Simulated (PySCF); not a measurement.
# CH6O3Si2: electronic excitations at several levels of theory

Aim: compute the electronic excitations of CH6O3Si2 (`O=C(O)[SiH2]O[SiH3]`) at several levels, and see how far they spread and what each costs.

Programs: PySCF 2.14.0, with density-fitted response routines of our own. Each step states its level of theory. These are calculated values for one molecule in the gas phase, unless marked as measured. Atoms are numbered from 0 throughout.

## Step 1: Starting geometry

12 atoms, charge 0, multiplicity 1; geometry from: GFN2-xTB. The atoms were then displaced at random by about 0.01 Å, so the start is not that level's minimum.

Bonds of the start (Å): O0–C1 1.19, C1–O2 1.33, C1–Si3 1.89, Si3–O4 1.64, O4–Si5 1.63, O2–H6 0.99, Si3–H7 1.46, Si3–H8 1.47, Si5–H9 1.45, Si5–H10 1.45, Si5–H11 1.46.

## Step 2: Geometry optimisation at PBE0-D3(BJ)/def2-SVP

Job settings and geometry (Å):

```
{"job": {"xc": "PBE0", "basis": "def2-SVP", "d3": "d3bj", "grid": 1, "shake": 0.01, "kind": "geom"}, "charge": 0, "multiplicity": 1}
O      1.440580     0.002500    -1.472730
C      1.661140    -0.059510    -0.301120
O      2.908980    -0.154250     0.136410
Si     0.425060    -0.070480     1.131250
O     -1.084850     0.002500     0.491200
Si    -2.269810     0.137290    -0.620470
H      3.567440    -0.146810    -0.598900
H      0.624570     1.115710     1.956870
H      0.503380    -1.338570     1.861830
H     -2.524780     1.560170    -0.765100
H     -1.830590    -0.509090    -1.841190
H     -3.381440    -0.567730     0.012930
```

Started as:

```
OMP_NUM_THREADS=1 python probes_run.py task.json out
```

This one command runs all jobs of the session in turn.

The log of the run:

```text
step   0  E = -845.53406637  max force = 0.027476
step   1  E = -845.54238053  max force = 0.006289
step   2  E = -845.54262767  max force = 0.008041
step   3  E = -845.54295081  max force = 0.006107
step   4  E = -845.54335595  max force = 0.004054
step   5  E = -845.54442504  max force = 0.008225
step   6  E = -845.54467831  max force = 0.003173
step   7  E = -845.54491293  max force = 0.001614
step   8  E = -845.54494134  max force = 0.000563
step   9  E = -845.54495392  max force = 0.000304
optimisation converged
```

Wall time 59 s (1 thread of Arm Neoverse V2, shared host); peak memory 0.51 GiB.

Along the way:

```
step  energy from step 0 (eV)  largest force component (eV/Å)
   0                   0.0000                          1.4129
   1                  -0.2262                          0.3234
   2                  -0.2330                          0.4135
   3                  -0.2418                          0.3140
   4                  -0.2528                          0.2085
   5                  -0.2819                          0.4229
   6                  -0.2888                          0.1632
   7                  -0.2951                          0.0830
   8                  -0.2959                          0.0290
   9                  -0.2963                          0.0156
```

Close pairs (by a distance rule), those that changed most:

```
   bond  before (Å)  after (Å)  change (Å)
 O4–Si5       1.630      1.673      +0.042
Si5–H10       1.449      1.490      +0.040
 Si5–H9       1.453      1.489      +0.036
 C1–Si3       1.892      1.925      +0.033
Si5–H11       1.461      1.492      +0.031
 Si3–H7       1.459      1.488      +0.029
 Si3–H8       1.466      1.489      +0.024
  O0–C1       1.194      1.208      +0.014
```

The next job starts from the end point, and lists it.

```
                         at the end point                value
rotational constants (GHz, main isotopes)  4.209, 1.463, 1.115
                        dipole moment (D)                 1.68
```

## Step 3: TDDFT and polarisability: PBE0/def2-SVP

Job settings and geometry (Å):

```
{"job": {"kind": "uv", "xc": "PBE0", "basis": "def2-SVP"}, "charge": 0, "multiplicity": 1}
O      0.981683     0.273630    -1.327172
C      1.481693     0.088571    -0.243721
O      2.802584     0.050930    -0.052444
Si     0.390582    -0.172983     1.320358
O     -1.152346    -0.078873     0.765752
Si    -2.040847     0.033223    -0.646820
H      3.225493     0.193533    -0.918333
H      0.674142     0.902279     2.309464
H      0.686450    -1.509089     1.907749
H     -1.847348     1.361172    -1.292548
H     -1.693864    -1.071135    -1.584850
H     -3.470392    -0.105018    -0.243319
```

Method: TDDFT PBE0/def2-SVP, vertical, gas phase, core orbitals frozen in the response.

The log of the run:

```text
coarse grid: 11312 points
cycle   1  E = -845.1880499153  dE =  7.075e-01  |g| = 1.081e+00  |ddm| = 3.455e+00
cycle   2  E = -844.6192534912  dE =  5.688e-01  |g| = 2.013e+00  |ddm| = 2.331e+00
cycle   3  E = -845.3926411386  dE = -7.734e-01  |g| = 3.116e-01  |ddm| = 1.714e+00
cycle   4  E = -845.4094671207  dE = -1.683e-02  |g| = 1.140e-01  |ddm| = 2.880e-01
cycle   5  E = -845.4117779528  dE = -2.311e-03  |g| = 2.677e-02  |ddm| = 9.277e-02
cycle   6  E = -845.4119180579  dE = -1.401e-04  |g| = 9.125e-03  |ddm| = 2.880e-02
cycle   7  E = -845.4119328540  dE = -1.480e-05  |g| = 1.961e-03  |ddm| = 7.448e-03
cycle   8  E = -845.4119337069  dE = -8.529e-07  |g| = 4.244e-04  |ddm| = 2.218e-03
final grid: 100920 points
cycle   9  E = -845.5357483036  dE = -4.190e-06  |g| = 9.998e-03  |ddm| = 1.778e-02
cycle  10  E = -845.5357122570  dE =  3.605e-05  |g| = 1.706e-02  |ddm| = 1.803e-02
cycle  11  E = -845.5357658789  dE = -5.362e-05  |g| = 1.997e-03  |ddm| = 1.203e-02
cycle  12  E = -845.5357666510  dE = -7.721e-07  |g| = 1.499e-04  |ddm| = 1.426e-03
cycle  13  E = -845.5357666545  dE = -3.508e-09  |g| = 8.743e-05  |ddm| = 2.089e-04
cycle  14  E = -845.5357666558  dE = -1.382e-09  |g| = 2.373e-05  |ddm| = 7.745e-05
cycle  15  E = -845.5357666560  dE = -1.169e-10  |g| = 4.084e-06  |ddm| = 2.398e-05
converged SCF energy = -845.5357666560

Static polarisability (au): isotropic 63.516, principal 52.711 64.713 73.125

Singlet excitations
state   eV       nm        f      main configurations
  1   5.2059    238.2   0.00538   H->L 0.94
  2   6.9157    179.3   0.02547   H-1->L 0.87, H->L+1 0.12
  3   7.0089    176.9   0.00739   H->L+1 0.80, H-1->L 0.12
  4   7.2607    170.8   0.00091   H-2->L 0.86, H-5->L 0.08
  5   7.4873    165.6   0.00005   H-1->L+1 0.96
  6   7.8925    157.1   0.00862   H-2->L+1 0.47, H->L+2 0.26, H-3->L 0.18
  7   8.0080    154.8   0.00212   H-5->L 0.80, H-2->L 0.09, H-7->L 0.08
  8   8.1352    152.4   0.02823   H-2->L+1 0.27, H-4->L 0.27, H->L+2 0.19
  9   8.2295    150.7   0.03274   H-4->L 0.45, H->L+3 0.30, H-2->L+1 0.17
 10   8.3788    148.0   0.13105   H->L+3 0.38, H->L+2 0.34, H-4->L 0.14

Triplet excitations (Tamm-Dancoff, eV): 4.4701 5.7315 6.6682 6.6990
```

It took 16 s on 1 thread of Arm Neoverse V2, shared host; peak memory 0.61 GiB.

The orbitals next to the gap, with their largest atomic shares:

```
orbital     eV                        atoms
 HOMO−3  -9.60     O2 47 %, O0 43 %, C1 6 %
 HOMO−2  -9.04  Si5 25 %, H11 24 %, O4 22 %
 HOMO−1  -8.62   O4 36 %, Si5 15 %, H9 14 %
   HOMO  -7.89   O0 50 %, C1 13 %, Si3 12 %
   LUMO  -0.61   C1 44 %, O0 26 %, Si3 14 %
 LUMO+1   0.38   Si3 46 %, Si5 33 %, O4 9 %
 LUMO+2   1.50  H6 43 %, Si3 24 %, Si5 13 %
```

With each of the 10 states as a Gaussian band of 0.4 eV half-width at 1/e, the curve within the window shown has maxima at 238 nm (ε 220), 179 nm (ε 1,300), 149 nm (ε 7,500) L/(mol cm). Beyond the last state computed it falls off for lack of states. The curve at chosen wavelengths:

| nm | ε (L/mol/cm) |
| --- | --- |
| 143 | 3592 |
| 148 | 7329 |
| 153 | 6083 |
| 158 | 2629 |
| 163 | 812 |
| 168 | 556 |
| 173 | 992 |
| 178 | 1333 |
| 183 | 1145 |
| 188 | 660 |
| 193 | 271 |
| 198 | 84 |
| 203 | 21 |
| 209 | 11 |
| 214 | 25 |
| 219 | 58 |
| 224 | 109 |
| 229 | 165 |
| 234 | 206 |
| 239 | 218 |
| 244 | 199 |
| 249 | 159 |
| 254 | 114 |
| 259 | 74 |
| 264 | 44 |
| 269 | 24 |

Ground-state properties from the same run:

```
           property  computed
  dipole moment (D)      1.68
polarisability (Å³)      9.41
 HOMO–LUMO gap (eV)      7.28
      −ε(HOMO) (eV)      7.89
```

## Step 4: TDDFT and polarisability: PBE0/def2-TZVP

The job, as its differences from that of step 3:

```diff
@@ -1,2 +1,2 @@
-{"job": {"kind": "uv", "xc": "PBE0", "basis": "def2-SVP"}, "charge": 0, "multiplicity": 1}
+{"job": {"kind": "uv", "xc": "PBE0", "basis": "def2-TZVP"}, "charge": 0, "multiplicity": 1}
 O      0.981683     0.273630    -1.327172
```

Method: TDDFT PBE0/def2-TZVP, vertical, gas phase, core orbitals frozen in the response.

The log of the run:

```text
coarse grid: 11312 points
cycle   1  E = -845.8368845791  dE =  7.225e-01  |g| = 1.136e+00  |ddm| = 2.692e+00
cycle   2  E = -845.2259159562  dE =  6.110e-01  |g| = 2.124e+00  |ddm| = 1.742e+00
cycle   3  E = -846.0453285947  dE = -8.194e-01  |g| = 3.225e-01  |ddm| = 1.320e+00
cycle   4  E = -846.0617474152  dE = -1.642e-02  |g| = 1.310e-01  |ddm| = 2.117e-01
cycle   5  E = -846.0645502678  dE = -2.803e-03  |g| = 3.038e-02  |ddm| = 7.271e-02
cycle   6  E = -846.0647109446  dE = -1.607e-04  |g| = 1.073e-02  |ddm| = 2.267e-02
cycle   7  E = -846.0647295761  dE = -1.863e-05  |g| = 2.292e-03  |ddm| = 5.845e-03
cycle   8  E = -846.0647305941  dE = -1.018e-06  |g| = 6.332e-04  |ddm| = 1.943e-03
final grid: 100920 points
cycle   9  E = -846.0624146210  dE = -2.375e-05  |g| = 9.978e-03  |ddm| = 2.652e-02
cycle  10  E = -846.0623805678  dE =  3.405e-05  |g| = 1.704e-02  |ddm| = 1.174e-02
cycle  11  E = -846.0624300921  dE = -4.952e-05  |g| = 2.045e-03  |ddm| = 8.095e-03
cycle  12  E = -846.0624308223  dE = -7.301e-07  |g| = 4.076e-04  |ddm| = 1.125e-03
cycle  13  E = -846.0624308487  dE = -2.640e-08  |g| = 1.025e-04  |ddm| = 2.318e-04
cycle  14  E = -846.0624308501  dE = -1.449e-09  |g| = 4.346e-05  |ddm| = 6.553e-05
cycle  15  E = -846.0624308504  dE = -3.192e-10  |g| = 6.685e-06  |ddm| = 2.592e-05
converged SCF energy = -846.0624308504

Static polarisability (au): isotropic 71.134, principal 58.853 73.142 81.406

Singlet excitations
state   eV       nm        f      main configurations
  1   5.1183    242.2   0.00393   H->L 0.94
  2   6.6534    186.3   0.00566   H->L+1 0.91
  3   6.7990    182.4   0.01824   H-1->L 0.96
  4   7.1242    174.0   0.00006   H-1->L+1 0.49, H-2->L 0.43
  5   7.1599    173.2   0.00042   H-1->L+1 0.48, H-2->L 0.45
  6   7.5296    164.7   0.01394   H-2->L+1 0.46, H->L+2 0.38, H-3->L 0.12
  7   7.7219    160.6   0.06907   H-2->L+1 0.43, H->L+2 0.34, H-3->L 0.09
  8   7.8678    157.6   0.00135   H-5->L 0.78
  9   7.8824    157.3   0.01871   H->L+3 0.69, H-4->L 0.24
 10   8.0759    153.5   0.11311   H-4->L 0.45, H->L+3 0.23, H-3->L 0.17

Triplet excitations (Tamm-Dancoff, eV): 4.3824 5.7192 6.3553 6.5785
```

Run time: 43 s. Hardware: 1 thread of Arm Neoverse V2, shared host; peak memory 0.94 GiB.

In short: HOMO -8.02 eV, LUMO -0.85 eV; lowest singlet 5.12 eV.

## Step 5: Ultraviolet spectrum: PBE0/aug-cc-pVDZ

The job, as its differences from that of step 4:

```diff
@@ -1,2 +1,2 @@
-{"job": {"kind": "uv", "xc": "PBE0", "basis": "def2-TZVP"}, "charge": 0, "multiplicity": 1}
+{"job": {"kind": "uv", "xc": "PBE0", "basis": "aug-cc-pVDZ"}, "charge": 0, "multiplicity": 1}
 O      0.981683     0.273630    -1.327172
```

Method: TDDFT PBE0/aug-cc-pVDZ, vertical, gas phase, core orbitals frozen in the response.

The log of the run:

```text
coarse grid: 11312 points
cycle   1  E = -845.7208830232  dE =  7.827e-01  |g| = 1.068e+00  |ddm| = 7.817e+00
cycle   2  E = -845.1325353160  dE =  5.883e-01  |g| = 2.030e+00  |ddm| = 3.835e+00
cycle   3  E = -845.9209482379  dE = -7.884e-01  |g| = 2.962e-01  |ddm| = 2.559e+00
cycle   4  E = -845.9356408740  dE = -1.469e-02  |g| = 1.186e-01  |ddm| = 4.353e-01
cycle   5  E = -845.9381194828  dE = -2.479e-03  |g| = 2.729e-02  |ddm| = 1.809e-01
cycle   6  E = -845.9382641033  dE = -1.446e-04  |g| = 9.630e-03  |ddm| = 5.255e-02
cycle   7  E = -845.9382806554  dE = -1.655e-05  |g| = 1.784e-03  |ddm| = 1.413e-02
cycle   8  E = -845.9382813454  dE = -6.900e-07  |g| = 5.199e-04  |ddm| = 3.732e-03
final grid: 100920 points
cycle   9  E = -845.9486030676  dE = -6.608e-06  |g| = 8.900e-03  |ddm| = 8.428e-02
cycle  10  E = -845.9485726842  dE =  3.038e-05  |g| = 1.552e-02  |ddm| = 2.939e-02
cycle  11  E = -845.9486170342  dE = -4.435e-05  |g| = 1.794e-03  |ddm| = 1.881e-02
cycle  12  E = -845.9486176610  dE = -6.268e-07  |g| = 1.743e-04  |ddm| = 2.011e-03
cycle  13  E = -845.9486176657  dE = -4.702e-09  |g| = 8.593e-05  |ddm| = 4.448e-04
cycle  14  E = -845.9486176671  dE = -1.459e-09  |g| = 2.719e-05  |ddm| = 1.631e-04
cycle  15  E = -845.9486176673  dE = -1.376e-10  |g| = 6.388e-06  |ddm| = 4.883e-05
converged SCF energy = -845.9486176673

Static polarisability (au): isotropic 76.843, principal 63.758 79.150 87.619

Singlet excitations
state   eV       nm        f      main configurations
  1   5.1109    242.6   0.00302   H->L 0.94
  2   6.5072    190.5   0.00252   H->L+1 0.93
  3   6.6751    185.7   0.02248   H-1->L 0.97
  4   6.7826    182.8   0.09055   H->L+2 0.93
  5   6.9250    179.0   0.00017   H-1->L+1 0.90
  6   7.0668    175.4   0.00026   H-2->L 0.86
  7   7.3208    169.4   0.01039   H->L+3 0.75, H-2->L+1 0.12
  8   7.4813    165.7   0.02798   H-2->L+1 0.69, H->L+3 0.10
  9   7.6216    162.7   0.06342   H-1->L+2 0.85
 10   7.6907    161.2   0.05337   H->L+5 0.80

Triplet excitations (Tamm-Dancoff, eV): 4.3994 5.7352 6.2429 6.4678
```

Wall time 35 s (1 thread of Arm Neoverse V2, shared host); peak memory 0.84 GiB.

This run: HOMO -8.02 eV, LUMO -0.89 eV; lowest singlet 5.11 eV.

## Step 6: TDDFT and polarisability: PBE0/def2-TZVPD

The job, as its differences from that of step 5:

```diff
@@ -1,2 +1,2 @@
-{"job": {"kind": "uv", "xc": "PBE0", "basis": "aug-cc-pVDZ"}, "charge": 0, "multiplicity": 1}
+{"job": {"kind": "uv", "xc": "PBE0", "basis": "def2-TZVPD"}, "charge": 0, "multiplicity": 1}
 O      0.981683     0.273630    -1.327172
```

With the program's defaults for keys left out, this is: TDDFT PBE0/def2-TZVPD, vertical, gas phase, core orbitals frozen in the response.

The log of the run:

```text
coarse grid: 11312 points
cycle   1  E = -845.8390418080  dE =  7.232e-01  |g| = 1.135e+00  |ddm| = 2.911e+00
cycle   2  E = -845.2182227266  dE =  6.208e-01  |g| = 2.134e+00  |ddm| = 1.640e+00
cycle   3  E = -846.0474174554  dE = -8.292e-01  |g| = 3.225e-01  |ddm| = 1.150e+00
cycle   4  E = -846.0637649192  dE = -1.635e-02  |g| = 1.331e-01  |ddm| = 2.237e-01
cycle   5  E = -846.0666705595  dE = -2.906e-03  |g| = 2.991e-02  |ddm| = 7.513e-02
cycle   6  E = -846.0668244160  dE = -1.539e-04  |g| = 1.101e-02  |ddm| = 2.278e-02
cycle   7  E = -846.0668441004  dE = -1.968e-05  |g| = 2.216e-03  |ddm| = 5.884e-03
cycle   8  E = -846.0668450421  dE = -9.417e-07  |g| = 6.632e-04  |ddm| = 1.938e-03
final grid: 100920 points
cycle   9  E = -846.0645324757  dE = -2.537e-05  |g| = 1.002e-02  |ddm| = 7.344e-02
cycle  10  E = -846.0644980543  dE =  3.442e-05  |g| = 1.713e-02  |ddm| = 1.229e-02
cycle  11  E = -846.0645480860  dE = -5.003e-05  |g| = 2.052e-03  |ddm| = 8.024e-03
cycle  12  E = -846.0645488219  dE = -7.359e-07  |g| = 4.156e-04  |ddm| = 1.120e-03
cycle  13  E = -846.0645488494  dE = -2.745e-08  |g| = 1.038e-04  |ddm| = 2.926e-04
cycle  14  E = -846.0645488508  dE = -1.485e-09  |g| = 4.438e-05  |ddm| = 7.618e-05
cycle  15  E = -846.0645488512  dE = -3.331e-10  |g| = 7.217e-06  |ddm| = 2.713e-05
converged SCF energy = -846.0645488512

Static polarisability (au): isotropic 76.181, principal 63.301 78.565 86.677

Singlet excitations
state   eV       nm        f      main configurations
  1   5.0757    244.3   0.00305   H->L 0.94
  2   6.5321    189.8   0.00435   H->L+1 0.93
  3   6.7122    184.7   0.02061   H-1->L 0.97
  4   6.9315    178.9   0.09061   H->L+2 0.93
  5   7.0093    176.9   0.00035   H-1->L+1 0.88
  6   7.0694    175.4   0.00044   H-2->L 0.81
  7   7.4391    166.7   0.00187   H-2->L+1 0.60, H->L+3 0.28
  8   7.5659    163.9   0.04730   H->L+3 0.52, H-2->L+1 0.23, H->L+4 0.15
  9   7.7828    159.3   0.02979   H->L+4 0.65, H-4->L 0.11, H->L+3 0.10
 10   7.7948    159.1   0.00397   H-5->L 0.69, H-1->L+2 0.10

Triplet excitations (Tamm-Dancoff, eV): 4.3505 5.7018 6.2545 6.5014
```

Run time: 65 s. Hardware: 1 thread of Arm Neoverse V2, shared host; peak memory 1.1 GiB.

Key values: HOMO -8.06 eV, LUMO -0.96 eV; lowest singlet 5.08 eV.

## Step 7: Ultraviolet spectrum: PBE0/6-31+G*

The job, as its differences from that of step 6:

```diff
@@ -1,2 +1,2 @@
-{"job": {"kind": "uv", "xc": "PBE0", "basis": "def2-TZVPD"}, "charge": 0, "multiplicity": 1}
+{"job": {"kind": "uv", "xc": "PBE0", "basis": "6-31+G*"}, "charge": 0, "multiplicity": 1}
 O      0.981683     0.273630    -1.327172
```

With the program's defaults for keys left out, this is: TDDFT PBE0/6-31+G*, vertical, gas phase, core orbitals frozen in the response.

The log of the run:

```text
coarse grid: 11312 points
cycle   1  E = -845.7421951108  dE =  7.485e-01  |g| = 1.045e+00  |ddm| = 3.400e+00
cycle   2  E = -845.1840269891  dE =  5.582e-01  |g| = 1.980e+00  |ddm| = 2.571e+00
cycle   3  E = -845.9366598463  dE = -7.526e-01  |g| = 2.917e-01  |ddm| = 1.876e+00
cycle   4  E = -845.9511115501  dE = -1.445e-02  |g| = 1.137e-01  |ddm| = 3.241e-01
cycle   5  E = -845.9534389560  dE = -2.327e-03  |g| = 2.425e-02  |ddm| = 1.004e-01
cycle   6  E = -845.9535523280  dE = -1.134e-04  |g| = 9.053e-03  |ddm| = 2.931e-02
cycle   7  E = -845.9535671461  dE = -1.482e-05  |g| = 1.622e-03  |ddm| = 7.959e-03
cycle   8  E = -845.9535677442  dE = -5.981e-07  |g| = 4.364e-04  |ddm| = 2.286e-03
final grid: 100920 points
cycle   9  E = -845.8859229399  dE = -2.224e-06  |g| = 8.940e-03  |ddm| = 2.814e-02
cycle  10  E = -845.8858922927  dE =  3.065e-05  |g| = 1.556e-02  |ddm| = 1.729e-02
cycle  11  E = -845.8859371926  dE = -4.490e-05  |g| = 1.817e-03  |ddm| = 1.196e-02
cycle  12  E = -845.8859378417  dE = -6.491e-07  |g| = 1.547e-04  |ddm| = 1.528e-03
cycle  13  E = -845.8859378457  dE = -4.053e-09  |g| = 7.277e-05  |ddm| = 2.322e-04
cycle  14  E = -845.8859378467  dE = -9.741e-10  |g| = 2.645e-05  |ddm| = 7.319e-05
converged SCF energy = -845.8859378467

Static polarisability (au): isotropic 68.540, principal 57.038 71.046 77.536

Singlet excitations
state   eV       nm        f      main configurations
  1   5.1849    239.1   0.00360   H->L 0.94
  2   6.5995    187.9   0.00468   H->L+1 0.93
  3   6.8196    181.8   0.02485   H-1->L 0.97
  4   6.9976    177.2   0.08789   H->L+2 0.93
  5   7.0415    176.1   0.00057   H-1->L+1 0.94
  6   7.1715    172.9   0.00050   H-2->L 0.86
  7   7.5025    165.3   0.00375   H-2->L+1 0.64, H->L+3 0.23
  8   7.6698    161.7   0.03609   H->L+3 0.54, H-2->L+1 0.23, H->L+5 0.08
  9   7.8585    157.8   0.05701   H-1->L+2 0.81
 10   7.8822    157.3   0.06130   H->L+4 0.68, H->L+5 0.08, H-4->L 0.08

Triplet excitations (Tamm-Dancoff, eV): 4.4763 5.7577 6.3334 6.6181
```

Wall time 17 s (1 thread of Arm Neoverse V2, shared host); peak memory 0.67 GiB.

In short: HOMO -8.09 eV, LUMO -0.86 eV; lowest singlet 5.18 eV.

## Step 8: Side by side: electronic excitations

Excitations and ground-state properties, with basis size and wall time:

```
             run  lowest singlet (eV)  brightest (eV)      f  gap (eV)  α (Å³)  μ (D)  functions  time
   PBE0/def2-SVP                 5.21            8.38  0.131      7.28    9.41   1.68        122  16 s
  PBE0/def2-TZVP                 5.12            8.08  0.113      7.17   10.54   1.60        234  43 s
PBE0/aug-cc-pVDZ                 5.11            6.78  0.091      7.12   11.39   1.57        200  35 s
 PBE0/def2-TZVPD                 5.08            6.93  0.091      7.10   11.29   1.58        297  65 s
    PBE0/6-31+G*                 5.18            7.00  0.088      7.23   10.16   1.53        128  17 s
```

## Step 9: Summary of results

| quantity | value |
| --- | --- |
| rotational constants (main isotopes) | 4.21, 1.46, 1.12 GHz |
| lowest singlet (PBE0/def2-SVP) | 5.21 eV (238 nm), f = 0.005 |
| brightest single state of those computed | state 10, 8.38 eV, f = 0.131 |
| lowest triplet | 4.47 eV |
| range of the lowest singlet | 5.08 to 5.21 eV |

What this shows: Single values in the summary come from the first run of each kind that ended normally (PBE0/def2-SVP), which need not be the best level. The optimisation took 9 steps and gained 0.296 eV; among the close pairs (by a distance rule), O4–Si5 changed most, from 1.630 to 1.673 Å. No frequency check was run at this level, so the end point may be a saddle. The first singlet state (HOMO→LUMO 0.94) lies at 5.21 eV and is weak; of the 10 states computed, the strongest absorption comes from state 10 at 8.38 eV (the last computed, so partners may be missing). The lowest triplet lies 0.74 eV below the lowest singlet (triplets in Tamm-Dancoff, singlets in full TDDFT). States above −ε(HOMO) lie where TDDFT describes them poorly and they hang on the basis; the brightest is among them. The basis of PBE0/def2-SVP has no diffuse functions, so Rydberg states are missing and the high states are unreliable. The lowest singlet runs from 5.08 eV (PBE0/def2-TZVPD) to 5.21 eV (PBE0/def2-SVP), while the orbital gap spans 7.10 to 7.28 eV. The lowest state need not be the same one in every run. The runs solved for a few states only, so the brightest column depends on that window.
